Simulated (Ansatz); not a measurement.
# SiClOF2 (SMILES [O][Si](F)(F)Cl): UHF/STO-3G

What is the vertical doublet–quartet gap of SiClOF2 at UHF/STO-3G? 

The calculation is run with Ansatz 0.2.0.

70 further runs of the same task are left out: 2 that didn't finish, 68 set aside as unsound or not needed. Runs told in other sessions of the task aren't counted.

## Step 1: The molecule

SiClOF2 has 5 atoms, charge 0, and is taken as a doublet. As SMILES, `[O][Si](F)(F)Cl`. Geometry: relaxed at PBE0-D4/def2-TZVP.

Bond lengths: O1–Si2 1.641 Å, Si2–F3 1.569 Å, Si2–F4 1.569 Å, Si2–Cl5 2.005 Å. Angles: O1–Si2–F3 112.3°, O1–Si2–F4 112.3°, O1–Si2–Cl5 102.8°, F3–Si2–F4 106.3°, F3–Si2–Cl5 111.7°, F4–Si2–Cl5 111.7°.

## Step 2: The energy at UHF/STO-3G

The input, input.yaml:

```yaml
crystal:
  periodic: [false, false, false]
  atoms:
    - {symbol: O, position_ang: [-0.173100, 0.048700, 1.622400]}
    - {symbol: Si, position_ang: [0.071000, -0.092200, 0.005600]}
    - {symbol: F, position_ang: [-0.374600, -1.493300, -0.542700]}
    - {symbol: F, position_ang: [1.581700, 0.074400, -0.383900]}
    - {symbol: Cl, position_ang: [-1.055100, 1.388700, -0.742800]}
basis:
  gaussian:
    orbitals: STO-3G
magnetization:
  spin_polarized: true
  initial_magnetization: 1
hamiltonian:
  xc: hf
accuracy: high
output: {orbitals: {seedname: orbitals}}
```

The run is started by

```
$ ansatz run input.yaml --threads 1 --pin off --max-ram 2610MiB --events-out events.jsonl --progress --plain --runs-dir runs
```

Standard output:

```text
Warning: RAYON_NUM_THREADS=1 ignored (pool sized by the plan → 1); use --threads N
Functional definition: HF
  name "HF"
  exchange = exact_x
  correlation = 0
675 factors; integrals over basis functions are off by at most 2.3e-8 eV
mean field evaluation 1: about -27485.2236 eV, gradient 2.0e1 eV
mean field evaluation 2: about -27485.2899 eV, gradient 2.0e1 eV
mean field evaluation 4: about -27488.7127 eV, gradient 1.0e0 eV
mean field evaluation 8: about -27488.7283 eV, gradient 1.9e-2 eV
mean field evaluation 16: about -27488.5597 eV, gradient 2.6e0 eV
mean field evaluation 32: about -27488.6895 eV, gradient 9.7e-2 eV
mean field evaluation 64: about -27488.6147 eV, gradient 2.7e-1 eV
mean field -27488.72835013 eV, -1010.1921343379 hartree, gradient 2.7e-8 eV, S^2 0.753852; 3 other end points of the search recorded, 0 dependent functions left out
reference -27488.72835013 eV, -1010.1921343379 hartree; 29, 28 occupied and 4, 5 virtual orbitals, 675 factors
Total energy: -27488.72835013 eV, -1010.1921343379 hartree
```

Wall time 1.4 s (1 thread of Intel Xeon Platinum 8259CL at 2.50GHz (Skylake/Cascade Lake), shared host); peak memory 0.12 GiB.

## Step 3: The quartet at the same level

The input, in.yaml:

```yaml
crystal:
  periodic: [false, false, false]
  atoms:
    - symbol: O
      position_ang: [-0.173100, 0.048700, 1.622400]
    - symbol: Si
      position_ang: [0.071000, -0.092200, 0.005600]
    - symbol: F
      position_ang: [-0.374600, -1.493300, -0.542700]
    - symbol: F
      position_ang: [1.581700, 0.074400, -0.383900]
    - symbol: Cl
      position_ang: [-1.055100, 1.388700, -0.742800]
basis:
  gaussian:
    orbitals: STO-3G
magnetization:
  spin_polarized: true
  initial_magnetization: 3
accuracy: high
output: {orbitals: {seedname: orbitals}}
hamiltonian:
  xc: hf
```

The run is started by

```
$ ansatz run in.yaml --threads 1 --pin off --max-ram 2610MiB --events-out events.jsonl --progress --plain --runs-dir runs
```

Standard output:

```text
Warning: RAYON_NUM_THREADS=1 ignored (pool sized by the plan → 1); use --threads N
[... 4 set-up lines as earlier in the session ...]
675 factors; integrals over basis functions are off by at most 2.3e-8 eV
mean field evaluation 1: about -27474.9076 eV, gradient 2.1e1 eV
mean field evaluation 2: about -27475.0786 eV, gradient 2.1e1 eV
mean field evaluation 4: about -27479.7190 eV, gradient 2.5e0 eV
mean field evaluation 8: about -27480.0206 eV, gradient 1.1e-1 eV
mean field evaluation 16: about -27480.0175 eV, gradient 2.5e-8 eV
mean field evaluation 32: about -27479.1874 eV, gradient 2.5e0 eV
mean field evaluation 64: about -27477.4415 eV, gradient 6.0e0 eV
mean field evaluation 96: about -27477.3705 eV, gradient 2.1e0 eV
mean field evaluation 128: about -27477.4030 eV, gradient 1.3e0 eV
mean field -27480.01745644 eV, -1009.8720148993 hartree, gradient 2.5e-8 eV, S^2 3.763531; 0 other end points of the search recorded, 0 dependent functions left out
reference -27480.01745644 eV, -1009.8720148993 hartree; 30, 27 occupied and 3, 6 virtual orbitals, 675 factors
Total energy: -27480.01745644 eV, -1009.8720148993 hartree
```

It took 1.4 s on 1 thread of Intel Xeon Platinum 8259CL at 2.50GHz (Skylake/Cascade Lake), shared host; peak memory 0.12 GiB.

## Step 4: Results

Level: UHF/STO-3G.

| quantity | value |
| --- | --- |
| doublet: total energy | -1010.19213 Eh |
| doublet: HOMO energy (highest over α and β) | -10.87 eV |
| doublet: LUMO energy (lowest over α and β) | 6.83 eV |
| doublet: ⟨S²⟩ | 0.754 |
| quartet: total energy | -1009.87201 Eh |
| quartet: HOMO energy (highest over α and β) | -0.24 eV |
| quartet: LUMO energy (lowest over α and β) | 3.38 eV |
| quartet: ⟨S²⟩ | 3.764 |
| vertical energy of the quartet above the doublet | 8.711 eV |

**Reading.** At this shape the quartet lies 8.71 eV (201 kcal/mol) above the doublet. In a minimal basis such a difference can be off by several eV, whatever the method.
